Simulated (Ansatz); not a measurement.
# A workflow on KNHOF (SMILES [F][K].N=O)

Wanted: a series of 152 runs (CCSD(T)/aug-pcseg-1, PBE-rVV10/aug-pcseg-1, wB97M-V/aug-pcseg-1, B3LYP-D4/aug-pcseg-1, revPBE-D3(BJ)/aug-pcseg-1, RPBE-D3(BJ)/aug-pcseg-1, r2SCAN50-D3(BJ)/aug-pcseg-1, wB97X-V/aug-pcseg-1, and more) of FHKNO and its partners. 

Program for the calculation: Ansatz 0.2.0.

## 1. The molecule

KNHOF: 5 atoms, total charge 0, spin state singlet. SMILES: `[F][K].N=O`.

Bond lengths: F1–K2 2.188 Å, N3–O4 1.201 Å, N3–H5 1.062 Å. Angles: O4–N3–H5 112.4°.

## 2. The energy at CCSD(T)/aug-pcseg-1 (run 1)

File molecule.yaml:

```yaml
crystal:
  periodic: [false, false, false]
  atoms:
    - {symbol: F, position_ang: [0.931350, -0.332300, 0.468350]}
    - {symbol: K, position_ang: [-0.931350, 0.332300, -0.468350]}
    - {symbol: N, position_ang: [3.026990, -0.125220, 2.180720]}
    - {symbol: O, position_ang: [2.959190, -0.492710, 3.322410]}
    - {symbol: H, position_ang: [3.924950, 0.404810, 1.978870]}
basis:
  gaussian: {orbitals: aug-pcseg-1.json}
magnetization: {spin_polarized: false, initial_magnetization: 0}
correlation: {method: ccsd_t, frozen_orbitals: {F: 1, H: 0, K: 5, "N": 1, O: 1}}
scf: {omitted_lower_state_checks: [cluster_reference, increment]}
```

The basis set aug-pcseg-1 is read from a file made from the Basis Set Exchange's data (not shown).

Launch:

```
ansatz run molecule.yaml --threads 1 --pin off --max-ram 2610MiB --events-out events.jsonl --progress --plain --runs-dir runs
```

The log of the run, shortened:

```text
Warning: RAYON_NUM_THREADS=1 ignored (pool sized by the plan → 1); use --threads N
Functional definition: HF
  name "HF"
[...]
1113 factors; integrals over basis functions are off by at most 1.1e-3 eV
[...]
mean field -22538.67259524 eV, -828.2809406141 hartree, gradient 1.5e-6 eV, S^2 0.000000; 0 other end points of the search recorded, 0 dependent functions left out; unrestricted orbitals would lower it
8 core orbitals not correlated: weight in the atoms' cores, before any rotation towards them, 1.000 or more for the frozen orbitals, at most 0.000 for the correlated occupied ones
reference -22538.67259524 eV, -828.2809406141 hartree; 14, 14 occupied and 89, 89 virtual orbitals, 1113 factors
second order -19.08699127 eV of doubles, -0.00000000 eV of singles
cycle   1  -18.94406021 eV  change    1.4e-1 eV  update   1.3e-1
[...]
cycle  13  -19.65471281 eV  change   -2.2e-6 eV  update   2.4e-5
perturbative correction -0.55274286 eV, -0.0203129256 hartree
Total energy: -22558.88005091 eV, -829.0235509129 hartree
Checks for a lower state left out: cluster_reference, increment
```

Run time: 30 s. Hardware: 1 thread of Intel Xeon at 2.50GHz (Skylake/Cascade Lake), shared host; peak memory 0.56 GiB.

## 3. KF: a single-point energy at CCSD(T)/aug-pcseg-1 (run 2)

File run.yaml:

```yaml
crystal:
  periodic: [false, false, false]
  atoms:
    - symbol: F
      position_ang: [0.931350, -0.332300, 0.468350]
    - symbol: K
      position_ang: [-0.931350, 0.332300, -0.468350]
basis:
  gaussian:
    orbitals: aug-pcseg-1.json
correlation:
  method: ccsd_t
  frozen_orbitals: {F: 1, K: 5}
scf:
  omitted_lower_state_checks: [cluster_reference, increment]
```

The basis set aug-pcseg-1 is read from a file made from the Basis Set Exchange's data (not shown).

Launch:

```
ansatz run run.yaml --threads 1 --pin off --max-ram 2610MiB --events-out events.jsonl --progress --plain --runs-dir runs
```

The log of the run, shortened:

```text
Warning: RAYON_NUM_THREADS=1 ignored (pool sized by the plan → 1); use --threads N
[... 2 set-up lines as earlier in the session ...]
[...]
572 factors; integrals over basis functions are off by at most 4.6e-4 eV
[...]
mean field -19007.97611831 eV, -698.5302382788 hartree, gradient 3.8e-6 eV, S^2 0.000000; 0 other end points of the search recorded, 0 dependent functions left out
6 core orbitals not correlated: weight in the atoms' cores, before any rotation towards them, 1.000 or more for the frozen orbitals, at most 0.000 for the correlated occupied ones
reference -19007.97611831 eV, -698.5302382788 hartree; 8, 8 occupied and 42, 42 virtual orbitals, 572 factors
second order -9.17452543 eV of doubles, -0.00000000 eV of singles
cycle   1  -9.21149930 eV  change   -3.7e-2 eV  update   9.1e-2
[...]
cycle  11  -9.46363656 eV  change   -2.4e-6 eV  update   1.6e-5
perturbative correction -0.16221447 eV, -0.0059612717 hartree
Total energy: -19017.60196934 eV, -698.8839817796 hartree
Checks for a lower state left out: cluster_reference, increment
```

It took 1.9 s on 1 thread of Intel Xeon at 2.50GHz (Skylake/Cascade Lake), shared host; peak memory 0.12 GiB.

Runs 3 to 8 aren't shown in full; the table further down has their settings and results.

## 4. HNO: a single-point energy at PBE-rVV10/aug-pcseg-1 (run 9)

File input.yaml:

```yaml
crystal:
  periodic: [false, false, false]
  atoms:
    - {symbol: N, position_ang: [3.026990, -0.125220, 2.180720]}
    - {symbol: O, position_ang: [2.959190, -0.492710, 3.322410]}
    - {symbol: H, position_ang: [3.924950, 0.404810, 1.978870]}
basis:
  gaussian: {orbitals: aug-pcseg-1.json}
total_charge: 0
hamiltonian: {xc: {name: PBE}, dispersion: rvv10}
```

Launch:

```
ansatz run input.yaml --threads 1 --pin off --max-ram 2610MiB --events-out events.jsonl --progress --plain --runs-dir runs
```

The log of the run:

```text
Error: inconsistent input (hamiltonian.dispersion, hamiltonian.xc): `dispersion: rvv10` has no transferable b for PBE exchange — Sabatini et al. (2013) fitted b=6.3 to rPW86, and the PBE refits of Peng & Perdew (2017) are task-dependent (b=6.6 S22 / b=10.0 layered). Use `xc: {exchange: rpw86, correlation: pbe}` for the original rVV10 or `xc: r2scan` for the r²SCAN+rVV10 pairing
```

Wall time 0.02 s (1 thread of Intel Xeon at 2.50GHz (Skylake/Cascade Lake), shared host).

The program refused the input.

Runs 10 to 151 aren't shown in full; the table further down has their settings and results.

## 5. HNO among ghost functions: a single-point energy at HF/def2-TZVP (with ghost functions) (run 152)

File molecule.yaml:

```yaml
crystal:
  periodic: [false, false, false]
  atoms:
    - symbol: "N"
      position_ang: [3.026990, -0.125220, 2.180720]
    - symbol: O
      position_ang: [2.959190, -0.492710, 3.322410]
    - symbol: H
      position_ang: [3.924950, 0.404810, 1.978870]
basis:
  gaussian:
    orbitals: def2-TZVP
    ghost_atoms: [{symbol: F, position_ang: [0.931350, -0.332300, 0.468350]}, {symbol: K, position_ang: [-0.931350, 0.332300, -0.468350]}]
total_charge: 0
hamiltonian: {xc: hf}
```

Launch:

```
ansatz run molecule.yaml --threads 1 --pin off --max-ram 2610MiB --events-out events.jsonl --progress --plain --runs-dir runs
```

The log of the run:

```text
Warning: RAYON_NUM_THREADS=1 ignored (pool sized by the plan → 1); use --threads N
[... 2 set-up lines as earlier in the session ...]
  exchange = exact_x
  correlation = 0
809 factors; their error is unknown
mean field evaluation 1: about -3532.1665 eV, gradient 2.2e1 eV
mean field evaluation 2: about -3532.7167 eV, gradient 1.6e1 eV
mean field evaluation 4: about -3533.1229 eV, gradient 6.3e-1 eV
mean field evaluation 8: about -3533.1811 eV, gradient 6.5e-1 eV
mean field -3533.18154095 eV, -129.8420267533 hartree, gradient 2.3e-5 eV, S^2 0.000000; 0 other end points of the search recorded, 0 dependent functions left out
reference -3533.18154095 eV, -129.8420267533 hartree; 8, 8 occupied and 124, 124 virtual orbitals, 809 factors
Total energy: -3533.18154095 eV, -129.8420267533 hartree
```

Wall time 1.8 s (1 thread of Intel Xeon at 2.50GHz (Skylake/Cascade Lake), shared host); peak memory 0.17 GiB.

(Part 1 of 2 ends here.)
